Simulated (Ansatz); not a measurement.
# CsCd4As3: a short molecular-dynamics run

What does CsCd4As3 do over 30 steps of 2 fs at constant energy, with velocities drawn for 300 K? The cell is a database structure of 8 atoms, taken as it stands, without a relaxation.

All numbers below are computed with Ansatz 0.2.0 (DFT PBEsol, plane waves, PAW, scalar-relativistic, no spin polarisation).

## (1) The system as given

The cell holds 8 atoms (As3Cd4Cs): a = 4.558 Å, b = 4.558 Å, c = 10.928 Å, α = 90.00°, β = 90.00°, γ = 90.00°.

Structure file:

```
CELL_PARAMETERS angstrom
4.55788 0.00000 0.00000
0.00000 4.55788 0.00000
0.00000 0.00000 10.92818
ATOMIC_POSITIONS crystal
Cs 0.00000 0.00000 0.50000
Cd 0.00000 0.50000 0.16323
Cd 0.50000 0.00000 0.16323
Cd 0.00000 0.50000 0.83677
Cd 0.50000 0.00000 0.83677
As 0.50000 0.50000 0.30150
As 0.50000 0.50000 0.69850
As 0.00000 0.00000 0.00000
```

## (2) Molecular dynamics

Input file input.yaml:

```yaml
crystal:
  lattice:
    - [4.557885, 0.0, 0.0]
    - [0.0, 4.557885, 0.0]
    - [0.0, 0.0, 10.928185]
  atoms:
    - { symbol: Cs, position: [0.0, 0.0, 0.5] }
    - { symbol: Cd, position: [0.0, 0.5, 0.16323] }
    - { symbol: Cd, position: [0.5, 0.0, 0.16323] }
    - { symbol: Cd, position: [0.0, 0.5, 0.83677] }
    - { symbol: Cd, position: [0.5, 0.0, 0.83677] }
    - { symbol: As, position: [0.5, 0.5, 0.3015] }
    - { symbol: As, position: [0.5, 0.5, 0.6985] }
    - { symbol: As, position: [0.0, 0.0, 0.0] }
kpoints:
  mp_grid: { grid: [3, 3, 2] }
magnetization:
  spin_polarized: false
scf:
  occupations: { method: gaussian, width: 0.1 }
hamiltonian:
  pseudopotentials: { kind: paw }
  xc: pbesol
basis:
  ecutwfc: 420
md:
  timestep: 2.0
  n_steps: 30
  ensemble: nve
  temperature: 300.0
  initial_velocities: maxwell_boltzmann
  seed: 496443
```

On the command line:

```bash
$ ansatz run input.yaml --threads 2 --pin off --max-ram 2560MiB --backend cpu --events-out ev --progress --plain --runs-dir out
```

The log of the run:

```text
Warning: md: disabling space-group detection — thermal motion breaks the input geometry's symmetry, so no spatial operation reduces the k-mesh or symmetrises the density; time reversal is kept, so that k and −k are solved as one point where they differ and the mesh holds both, and exact exchange and, on two spinor components, a DFT+U term hold to it where the run has them: on two components no moment then forms, and a state that bears one, which a typed moment (crystal.atoms[].spin; refused beside efield: under a hybrid functional) reaches, can lie lower, under hf by electronvolts; crystal.symmetry.detect: false (a key that needs symmetry detection or time reversal refuses this as the deck is read) with time_reversal: false beside it drops time reversal too
Warning: RAYON_NUM_THREADS=2 ignored (pool sized by the plan → 2); use --threads N
Engine: ansatz 0.2.0, aarch64-unknown-linux-gnu
Pseudopotentials: kind: paw
Pseudopotential: Cs, paw, valence charge 9, recommended cutoff 420 eV (normal), Cs.paw.azcp
Pseudopotential: Cd, paw, valence charge 20, recommended cutoff 420 eV (normal), Cd.paw.azcp
Pseudopotential: As, paw, valence charge 15, recommended cutoff 420 eV (normal), As.paw.azcp
Functional definition: PBEsol
  exchange = pbesol_x
  correlation = pbesol_c
Crystal: 8 atoms, lattice volume = 227.026 Å³
Basis set: ecut = 420 eV, 4405 PW (Γ), exchange–correlation on 64×64×150 points (8 copies of the dense FFT grid, shifted against one another)
Bands: 81, of which v1, the nominal top of the filled ones, is band 67 counted from 1 (66 counted from 0)
Symmetry: 1 space group operations
k-points: 10 of 18 (time reversal used)
Non-local potential: Cs, projectors of the file, l = 0: 3, l = 1: 2, l = 2: 2, l = 3: 2
Non-local potential: Cd, projectors of the file, l = 0: 3, l = 1: 2, l = 2: 2, l = 3: 1
Non-local potential: As, projectors of the file, l = 0: 2, l = 1: 2, l = 2: 3, l = 3: 1
PAW form: soft (Blöchl's): semilocal exchange-correlation on the pseudo side does not see the compensation charge
PAW frozen core: Cs, regenerated for the run's functional, and the local potential with it (the file was generated under x = pbe(κ = 0.804, μ = 0.2195149727645171), c = pbe(β = 0.06672455060314922))
PAW frozen core: Cd, regenerated for the run's functional, and the local potential with it (the file was generated under x = pbe(κ = 0.804, μ = 0.2195149727645171), c = pbe(β = 0.06672455060314922))
PAW frozen core: As, regenerated for the run's functional, and the local potential with it (the file was generated under x = pbe(κ = 0.804, μ = 0.2195149727645171), c = pbe(β = 0.06672455060314922))
PAW one-centre angular grid: Cs, 194 points (default); XC on 64 Gauss nodes
PAW one-centre angular grid: Cd, 590 points (default); XC on 64 Gauss nodes
PAW one-centre angular grid: As, 590 points (default); XC on 64 Gauss nodes
Initial density: superposition of atomic densities (neutral atoms: chi_scale 0, normalization atom), corrected by the library's trained network
Initial wavefunctions: pseudopotential atomic-orbital guess
Functional: x = pbesol(κ = 0.804, μ = 0.12345679012345678), c = pbesol(β = 0.046)
SCF iter   1: F=—  HF=-52762.415984 eV  |F-HF|=—  |Δ(HF+E_count)|=         —  Δρ=3.32e-3  dr2=2.79e-2  ethr=1.77e-3  ⟨swp⟩=6.2  Hψ=2858  notcnv=0  defer=14
preconditioner: auto → LDOS  [insulator: Δε(μ)=0.112 eV  Ē_g=11.420 eV  σ=0.100 eV  W_gap=0.56  n_scr=56 (ndim 8)  ℏωp=20.9 eV  f_vac=0.110  D(μ)=1.48/eV (n_scr^D=2)  ε∞_Penn≈4.4  β→1.0]
SCF iter   2: F=—  HF=-52762.420589 eV  |F-HF|=—  |Δ(HF+E_count)|=   4.60e-3  Δρ=4.25e-3  dr2=3.05e-2  ethr=2.09e-5  ⟨swp⟩=2.0  Hψ=1634  notcnv=0  defer=44
SCF iter   3: F=—  HF=-52762.408636 eV  |F-HF|=—  |Δ(HF+E_count)|=   1.20e-2  Δρ=4.66e-4  dr2=3.57e-4  ethr=2.09e-5  ⟨swp⟩=2.0  Hψ=1392  notcnv=0  defer=44
SCF iter   4: F=—  HF=-52762.408529 eV  |F-HF|=—  |Δ(HF+E_count)|=   1.07e-4  Δρ=5.85e-5  dr2=1.43e-5  ethr=2.67e-7  ⟨swp⟩=2.0  Hψ=1353  notcnv=0  defer=44
SCF iter   5: F=—  HF=-52762.408541 eV  |F-HF|=—  |Δ(HF+E_count)|=   1.19e-5  Δρ=1.77e-5  dr2=1.35e-6  ethr=1.07e-8  ⟨swp⟩=2.0  Hψ=1234  notcnv=0  defer=44
SCF iter   6: F=—  HF=-52762.408386 eV  |F-HF|=—  |Δ(HF+E_count)|=   1.55e-4  Δρ=4.41e-6  dr2=7.85e-8  ethr=1.01e-9  ⟨swp⟩=2.0  Hψ=1182  notcnv=0  defer=44
SCF iter   7: F=—  HF=-52762.408386 eV  |F-HF|=—  |Δ(HF+E_count)|=   2.01e-8  Δρ=1.02e-6  dr2=9.04e-9  ethr=5.97e-12  ⟨swp⟩=4.4  Hψ=2560  notcnv=0
SCF iter   8: F=-52762.408386 eV  HF=-52762.408386 eV  |F-HF|=1.46e-10  |Δ(HF+E_count)|=  9.46e-11  Δρ=2.41e-7  dr2=1.21e-10  ethr=5.97e-12  ⟨swp⟩=4.0  Hψ=2317  notcnv=0
SCF 1 converged in 8 iterations: F = -52762.408386 eV  dr2 = 1.21e-10
md step     0: t =     0.00 fs  T =   300.0 K  F+E_penalty+E_count = -52762.40838617 eV  E_kin = 0.271446 eV  conserved = -52762.13694018 eV  (8 SCF iters)
[... 11 lines left out ...]
md step     1: t =     2.00 fs  T =   298.7 K  F+E_penalty+E_count = -52762.40718410 eV  E_kin = 0.270248 eV  conserved = -52762.13693623 eV  (6 SCF iters)
[... 9 lines left out ...]
md step     2: t =     4.00 fs  T =   296.5 K  F+E_penalty+E_count = -52762.40518300 eV  E_kin = 0.268251 eV  conserved = -52762.13693206 eV  (6 SCF iters)
[... 1 line left out ...]
md step     3: t =     6.00 fs  T =   293.4 K  F+E_penalty+E_count = -52762.40244128 eV  E_kin = 0.265514 eV  conserved = -52762.13692778 eV  (5 SCF iters)
md step     4: t =     8.00 fs  T =   289.7 K  F+E_penalty+E_count = -52762.39902130 eV  E_kin = 0.262098 eV  conserved = -52762.13692347 eV  (5 SCF iters)
md step     5: t =    10.00 fs  T =   285.2 K  F+E_penalty+E_count = -52762.39498816 eV  E_kin = 0.258069 eV  conserved = -52762.13691898 eV  (2 SCF iters)
md step     6: t =    12.00 fs  T =   280.2 K  F+E_penalty+E_count = -52762.39040873 eV  E_kin = 0.253494 eV  conserved = -52762.13691433 eV  (3 SCF iters)
md step     7: t =    14.00 fs  T =   274.6 K  F+E_penalty+E_count = -52762.38535075 eV  E_kin = 0.248441 eV  conserved = -52762.13690972 eV  (3 SCF iters)
md step     8: t =    16.00 fs  T =   268.5 K  F+E_penalty+E_count = -52762.37988211 eV  E_kin = 0.242977 eV  conserved = -52762.13690519 eV  (2 SCF iters)
md step     9: t =    18.00 fs  T =   262.1 K  F+E_penalty+E_count = -52762.37407015 eV  E_kin = 0.237169 eV  conserved = -52762.13690077 eV  (3 SCF iters)
md step    10: t =    20.00 fs  T =   255.4 K  F+E_penalty+E_count = -52762.36798120 eV  E_kin = 0.231085 eV  conserved = -52762.13689658 eV  (5 SCF iters)
md step    11: t =    22.00 fs  T =   248.4 K  F+E_penalty+E_count = -52762.36168008 eV  E_kin = 0.224788 eV  conserved = -52762.13689257 eV  (3 SCF iters)
md step    12: t =    24.00 fs  T =   241.3 K  F+E_penalty+E_count = -52762.35522970 eV  E_kin = 0.218341 eV  conserved = -52762.13688863 eV  (3 SCF iters)
md step    13: t =    26.00 fs  T =   234.1 K  F+E_penalty+E_count = -52762.34869081 eV  E_kin = 0.211806 eV  conserved = -52762.13688485 eV  (2 SCF iters)
md step    14: t =    28.00 fs  T =   226.8 K  F+E_penalty+E_count = -52762.34212167 eV  E_kin = 0.205240 eV  conserved = -52762.13688127 eV  (3 SCF iters)
md step    15: t =    30.00 fs  T =   219.6 K  F+E_penalty+E_count = -52762.33557787 eV  E_kin = 0.198700 eV  conserved = -52762.13687789 eV  (2 SCF iters)
md step    16: t =    32.00 fs  T =   212.5 K  F+E_penalty+E_count = -52762.32911207 eV  E_kin = 0.192237 eV  conserved = -52762.13687474 eV  (3 SCF iters)
md step    17: t =    34.00 fs  T =   205.5 K  F+E_penalty+E_count = -52762.32277387 eV  E_kin = 0.185902 eV  conserved = -52762.13687179 eV  (3 SCF iters)
md step    18: t =    36.00 fs  T =   198.6 K  F+E_penalty+E_count = -52762.31660959 eV  E_kin = 0.179741 eV  conserved = -52762.13686903 eV  (2 SCF iters)
md step    19: t =    38.00 fs  T =   192.1 K  F+E_penalty+E_count = -52762.31066214 eV  E_kin = 0.173796 eV  conserved = -52762.13686651 eV  (3 SCF iters)
md step    20: t =    40.00 fs  T =   185.8 K  F+E_penalty+E_count = -52762.30497083 eV  E_kin = 0.168107 eV  conserved = -52762.13686430 eV  (5 SCF iters)
md step    21: t =    42.00 fs  T =   179.8 K  F+E_penalty+E_count = -52762.29957123 eV  E_kin = 0.162709 eV  conserved = -52762.13686237 eV  (3 SCF iters)
md step    22: t =    44.00 fs  T =   174.2 K  F+E_penalty+E_count = -52762.29449505 eV  E_kin = 0.157634 eV  conserved = -52762.13686061 eV  (2 SCF iters)
md step    23: t =    46.00 fs  T =   169.0 K  F+E_penalty+E_count = -52762.28976997 eV  E_kin = 0.152911 eV  conserved = -52762.13685910 eV  (3 SCF iters)
md step    24: t =    48.00 fs  T =   164.2 K  F+E_penalty+E_count = -52762.28541953 eV  E_kin = 0.148562 eV  conserved = -52762.13685789 eV  (3 SCF iters)
md step    25: t =    50.00 fs  T =   159.8 K  F+E_penalty+E_count = -52762.28146302 eV  E_kin = 0.144606 eV  conserved = -52762.13685692 eV  (2 SCF iters)
md step    26: t =    52.00 fs  T =   155.9 K  F+E_penalty+E_count = -52762.27791541 eV  E_kin = 0.141059 eV  conserved = -52762.13685625 eV  (3 SCF iters)
md step    27: t =    54.00 fs  T =   152.4 K  F+E_penalty+E_count = -52762.27478727 eV  E_kin = 0.137931 eV  conserved = -52762.13685585 eV  (2 SCF iters)
md step    28: t =    56.00 fs  T =   149.5 K  F+E_penalty+E_count = -52762.27208472 eV  E_kin = 0.135229 eV  conserved = -52762.13685573 eV  (3 SCF iters)
md step    29: t =    58.00 fs  T =   146.9 K  F+E_penalty+E_count = -52762.26980946 eV  E_kin = 0.132954 eV  conserved = -52762.13685591 eV  (2 SCF iters)
[... 8 lines left out ...]
md step    30: t =    60.00 fs  T =   144.9 K  F+E_penalty+E_count = -52762.26795878 eV  E_kin = 0.131102 eV  conserved = -52762.13685643 eV  (5 SCF iters)
SCF converged after 5 iterations
Free energy (F): -52762.267959 eV
Harris-Foulkes:  -52762.267959 eV  (|F-HF|=1.14e-9)
Internal energy: -52762.261235 eV  (E = F + TS)
E sigma→0 (E₀):  -52762.264597 eV
Entropy (-TS):   -0.006724 eV (-0.840 meV/atom)
Fermi energy:    9.138418 eV
--- Per-component energies (eV) ---
  E_band       = -2729.820132
  E_kinetic    = 2469.523837
  E_local      = -27203.600250  (includes V_loc(G=0)·N_el)
  E_nonlocal   = -1829.202696
  E_hartree    = 13282.557329
  E_xc         = -1109.656688
  E_vxc        = -1246.797239  (∫ρ·V_xc dr)
  E_paw        = -26416.398887  (= ΣΔE_a)
  E_vpaw       = -1484.855893  (= ΣTr[D̂ρ^β])
  E_aug_tail   = 0.000069  (compensation charges beyond the density's cutoff)
  E_ewald      = -11959.895234
  E_core_change = 4.411285  (= ΣΔE_core)
  E_smearing   = -0.006724  (= −TS)
  E_closure    = -0.000000  (closes the sum)
  Σ components = -52762.267959   (vs F -52762.267959, Δ=0.00e0)
--- Forces (eV/Å), atoms counted from 1 ---
  atom   1  Cs    -0.01169775    -0.03765386     0.03267935
  atom   2  Cd    -0.12994369    -0.14561157     0.01069536
  atom   3  Cd     0.25492111     0.44380113     0.19200124
  atom   4  Cd     0.20741680     0.27346457    -0.03384605
  atom   5  Cd    -0.28764602    -0.31460294    -0.26649390
  atom   6  As    -0.01969965    -0.27755423    -0.46676893
  atom   7  As    -0.07068028     0.23878537     0.07627296
  atom   8  As     0.05733015    -0.18064541     0.45545918
  max |Σ_I F_I| component: 1.69e-5 eV/Å
--- MD trajectory: 30 steps, t = 0.0 → 60.0 fs ---
  final state: T = 144.9 K   F+E_penalty+E_count = -52762.26795878 eV   E_kin = 0.131102 eV
  conserved energy: peak-to-peak 8.444e-5 eV (1.056e-5 eV/atom) over 60.0 fs
```

Wall time 2.1 min (2 threads of an Arm CPU, shared host); peak memory 0.71 GiB.

## (3) What the atoms did

The trajectory, every 2 steps (energies from step 0); msd is the mean square displacement from the start, the centre of mass held:

```csv
time (fs),T (K),potential energy change (meV/atom),total energy change (meV/atom),msd Cd (Å²),msd Cs (Å²),msd As (Å²)
0.0,300,0.0,0.00,0.000,0.000,0.000
4.0,296,0.4,0.00,0.000,0.000,0.000
8.0,290,1.2,0.00,0.001,0.000,0.000
12.0,280,2.2,0.00,0.001,0.001,0.001
16.0,269,3.6,0.00,0.002,0.001,0.001
20.0,255,5.1,0.01,0.003,0.002,0.002
24.0,241,6.6,0.01,0.004,0.003,0.002
28.0,227,8.3,0.01,0.006,0.003,0.003
32.0,212,9.9,0.01,0.007,0.004,0.004
36.0,199,11.5,0.01,0.009,0.006,0.004
40.0,186,12.9,0.01,0.011,0.007,0.005
44.0,174,14.2,0.01,0.013,0.008,0.006
48.0,164,15.4,0.01,0.015,0.010,0.006
52.0,156,16.3,0.01,0.017,0.012,0.007
56.0,149,17.0,0.01,0.019,0.013,0.007
60.0,145,17.6,0.01,0.020,0.015,0.008
```

time (fs), T (K) and a bar:
```
      0.0        300 ##############################
      2.0        299 ##############################
      6.0        293 #############################
      8.0        290 ############################
     10.0        285 ###########################
     14.0        275 #########################
     16.0        269 ########################
     18.0        262 #######################
     20.0        255 #####################
     24.0        241 ###################
     26.0        234 #################
     28.0        227 ################
     32.0        212 #############
     34.0        205 ############
     36.0        199 ##########
     40.0        186 ########
     42.0        180 #######
     44.0        174 ######
     46.0        169 #####
     50.0        160 ###
     52.0        156 ##
     54.0        152 #
     58.0        147 
     60.0        145
```

## (4) Positions and forces

Extended XYZ, with forces in eV/Å:

```xyz
8
Lattice="4.558 0.000 0.000 0.000 4.558 0.000 0.000 0.000 10.928" Properties=species:S:1:pos:R:3:forces:R:3 pbc="T T T" time_fs=8.0 T=290 dE=0.0094
Cs    0.004    0.015    5.459   -0.002   -0.005    0.006
Cd    0.004    2.270    1.791   -0.025   -0.027    0.004
Cd    2.266   -0.024    1.764    0.036    0.124    0.056
Cd   -0.007    2.266    9.147    0.039    0.039   -0.010
Cd    2.290    0.014    9.156   -0.039   -0.065   -0.048
As    2.282    2.295    3.313    0.003   -0.094   -0.354
As    2.276    2.281    7.637   -0.017    0.046    0.252
As    0.000    0.002   -0.016    0.003   -0.019    0.095
8
Lattice="4.558 0.000 0.000 0.000 4.558 0.000 0.000 0.000 10.928" Properties=species:S:1:pos:R:3:forces:R:3 pbc="T T T" time_fs=16.0 T=269 dE=0.0285
Cs    0.008    0.031    5.454   -0.003   -0.009    0.011
Cd    0.007    2.260    1.798   -0.048   -0.054    0.030
Cd    2.253   -0.047    1.744    0.073    0.218    0.115
Cd   -0.015    2.254    9.150    0.077    0.081   -0.042
Cd    2.302    0.027    9.168   -0.081   -0.125   -0.115
As    2.286    2.311    3.329    0.005   -0.162   -0.446
As    2.273    2.284    7.643   -0.032    0.088    0.261
As    0.001    0.005   -0.032    0.010   -0.038    0.186
8
Lattice="4.558 0.000 0.000 0.000 4.558 0.000 0.000 0.000 10.928" Properties=species:S:1:pos:R:3:forces:R:3 pbc="T T T" time_fs=22.0 T=248 dE=0.0467
Cs    0.011    0.042    5.450   -0.004   -0.013    0.015
Cd    0.010    2.253    1.804   -0.065   -0.072    0.045
Cd    2.243   -0.064    1.729    0.100    0.273    0.146
Cd   -0.020    2.245    9.152    0.103    0.114   -0.061
Cd    2.310    0.036    9.177   -0.113   -0.167   -0.159
As    2.288    2.321    3.338    0.004   -0.199   -0.496
As    2.270    2.287    7.648   -0.043    0.118    0.257
As    0.001    0.006   -0.042    0.018   -0.054    0.251
8
Lattice="4.558 0.000 0.000 0.000 4.558 0.000 0.000 0.000 10.928" Properties=species:S:1:pos:R:3:forces:R:3 pbc="T T T" time_fs=30.0 T=220 dE=0.0728
Cs    0.016    0.057    5.445   -0.006   -0.018    0.020
Cd    0.013    2.243    1.812   -0.085   -0.095    0.058
Cd    2.231   -0.085    1.710    0.136    0.329    0.173
Cd   -0.026    2.234    9.155    0.137    0.158   -0.077
Cd    2.320    0.048    9.187   -0.158   -0.217   -0.206
As    2.292    2.334    3.347    0.003   -0.233   -0.538
As    2.267    2.291    7.658   -0.055    0.152    0.240
As    0.002    0.008   -0.054    0.029   -0.077    0.329
8
Lattice="4.558 0.000 0.000 0.000 4.558 0.000 0.000 0.000 10.928" Properties=species:S:1:pos:R:3:forces:R:3 pbc="T T T" time_fs=38.0 T=192 dE=0.0977
Cs    0.020    0.073    5.440   -0.008   -0.023    0.025
Cd    0.016    2.232    1.820   -0.102   -0.114    0.060
Cd    2.219   -0.104    1.692    0.170    0.371    0.188
Cd   -0.032    2.223    9.157    0.166    0.199   -0.082
Cd    2.329    0.059    9.196   -0.200   -0.259   -0.241
As    2.295    2.345    3.352    0.000   -0.256   -0.552
As    2.263    2.296    7.669   -0.065    0.183    0.210
As    0.003    0.009   -0.064    0.040   -0.102    0.392
8
Lattice="4.558 0.000 0.000 0.000 4.558 0.000 0.000 0.000 10.928" Properties=species:S:1:pos:R:3:forces:R:3 pbc="T T T" time_fs=44.0 T=174 dE=0.1139
Cs    0.023    0.084    5.437   -0.009   -0.026    0.028
Cd    0.017    2.224    1.826   -0.113   -0.126    0.055
Cd    2.211   -0.118    1.680    0.195    0.396    0.193
Cd   -0.036    2.216    9.158    0.183    0.226   -0.078
Cd    2.336    0.066    9.203   -0.230   -0.284   -0.258
As    2.298    2.352    3.352   -0.004   -0.266   -0.546
As    2.259    2.302    7.679   -0.070    0.203    0.180
As    0.004    0.009   -0.069    0.048   -0.123    0.427
8
Lattice="4.558 0.000 0.000 0.000 4.558 0.000 0.000 0.000 10.928" Properties=species:S:1:pos:R:3:forces:R:3 pbc="T T T" time_fs=52.0 T=156 dE=0.1305
Cs    0.027    0.099    5.432   -0.010   -0.032    0.031
Cd    0.019    2.212    1.834   -0.124   -0.138    0.038
Cd    2.201   -0.133    1.664    0.226    0.423    0.194
Cd   -0.040    2.208    9.160    0.200    0.255   -0.062
Cd    2.343    0.074    9.210   -0.263   -0.306   -0.269
As    2.301    2.359    3.349   -0.011   -0.275   -0.517
As    2.254    2.310    7.693   -0.073    0.224    0.131
As    0.006    0.009   -0.073    0.055   -0.151    0.455
8
Lattice="4.558 0.000 0.000 0.000 4.558 0.000 0.000 0.000 10.928" Properties=species:S:1:pos:R:3:forces:R:3 pbc="T T T" time_fs=60.0 T=145 dE=0.1404
Cs    0.031    0.114    5.427   -0.012   -0.038    0.033
Cd    0.020    2.200    1.843   -0.130   -0.146    0.011
Cd    2.193   -0.146    1.649    0.255    0.444    0.192
Cd   -0.042    2.201    9.161    0.207    0.273   -0.034
Cd    2.349    0.081    9.215   -0.288   -0.315   -0.266
As    2.304    2.364    3.341   -0.020   -0.278   -0.467
As    2.249    2.320    7.709   -0.071    0.239    0.076
As    0.008    0.007   -0.073    0.057   -0.181    0.455
```

## (5) Outcome

| quantity | value |
| --- | --- |
| length | 30 steps of 2 fs |
| temperature, first and last step | 300 and 145 K |
| temperature, second half | mean 176 K, from 145 to 220 K |
| potential energy, second half | +14 meV/atom from the start |
| largest change of the total energy | 0.01 meV/atom |
| mean square displacement, second half | Cd 0.013, Cs 0.009, As 0.006 Å² |

In words: The temperature starts at 300 K and averages 176 K in the second half, where it still falls, from 220 to 145 K. The total energy strays from its start by at most 0.01 meV/atom, under 0.1 % of the mean kinetic energy, so a step of 2 fs is short enough over this time. No atom gets farther than 0.22 Å from its start, with the drift of the whole removed, against a typical distance of 2.7 Å between sites at the start. 60 fs on 8 atoms is far too short and small for converged averages. The k-mesh is coarse.
